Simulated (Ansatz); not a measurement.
**MgRh: strong compression**

The task here is to estimate one member of a computed series from the others.

Program: Ansatz 0.2.0. Level of theory: DFT, PBEsol, PAW with Ansatz's default frozen-core files, scalar-relativistic. These are calculated values, not measurements.

## The system as given

The structure is cubic, space group Pm-3m (No. 221). Conventional cell: a = 3.099 Å, b = 3.099 Å, c = 3.099 Å, α = 90.00°, β = 90.00°, γ = 90.00°. Around Mg (site symmetry m-3m) lie 8 Rh at 2.68 Å. Rh (site symmetry m-3m) has 8 Mg at 2.68 Å as nearest neighbours.

As a file:

```cif
data_structure
_symmetry_space_group_name_H-M 'P 1'
_symmetry_Int_Tables_number 1
_cell_length_a 3.0992
_cell_length_b 3.0992
_cell_length_c 3.0992
_cell_angle_alpha 90.000
_cell_angle_beta 90.000
_cell_angle_gamma 90.000
_cell_volume 29.77
loop_
_atom_site_label
_atom_site_type_symbol
_atom_site_fract_x
_atom_site_fract_y
_atom_site_fract_z
_atom_site_occupancy
Mg1 Mg 0.00000 0.00000 0.00000 1
Rh1 Rh 0.50000 0.50000 0.50000 1
```

Whether this phase is the stable one at these pressures isn't tested.

Atoms are numbered in the order of the input: Mg1, Rh2.

The first run:

File input.yaml:

```yaml
crystal:
  lattice:
    - [3.0992, 0.0, 0.0]
    - [0.0, 3.0992, 0.0]
    - [0.0, 0.0, 3.0992]
  atoms:
    - { symbol: Mg, position: [0.0, 0.0, 0.0] }
    - { symbol: Rh, position: [0.5, 0.5, 0.5] }
kpoints:
  mp_grid: { grid: [12, 12, 12] }
  band_path:
    path:
      - [0.0, 0.0, 0.0]
      - [0.0, 0.5, 0.0]
      - [0.5, 0.5, 0.0]
      - [0.0, 0.0, 0.0]
      - [0.5, 0.5, 0.5]
      - [0.0, 0.5, 0.0]
      - [0.5, 0.5, 0.5]
      - [0.5, 0.5, 0.0]
    npoints: 6
scf:
  occupations: { method: fermi_dirac, width: 0.05 }
hamiltonian:
  xc: pbesol
  pseudopotentials: { kind: paw }
output:
  forces: true
  stress: true
  eigenvalues: true
  populations: true
  write_density: true
  write_potential: true
  elf: true
  volumetric_format: npy
```

Command:

```console
$ ansatz run input.yaml --threads 1 --pin off --max-ram 2048MiB --backend cpu --events-out ev --progress --plain --runs-dir out
```

Steps of the session up to this table: Volume scaled by 1, PAW; Volume scaled by 0.9, PAW; Volume scaled by 0.75, PAW; Volume scaled by 0.65, PAW.

One of the session's tables, all rows but one given; the rest of the session is left out.

```
method  volume over the first  volume (Å³/atom)  pressure (GPa)
   PAW                      1            14.884           -2.01
   PAW                    0.9                 ?               ?
   PAW                   0.75            11.163           63.62
   PAW                   0.65             9.675          133.73
```

Estimate the missing values for PAW, 0.9.

**Answer.** volume (Å³/atom): 13.396; pressure (GPa): 13.87. In the column «volume (Å³/atom)» it lies between PAW, 0.75 (11.163) and PAW, 1 (14.884).
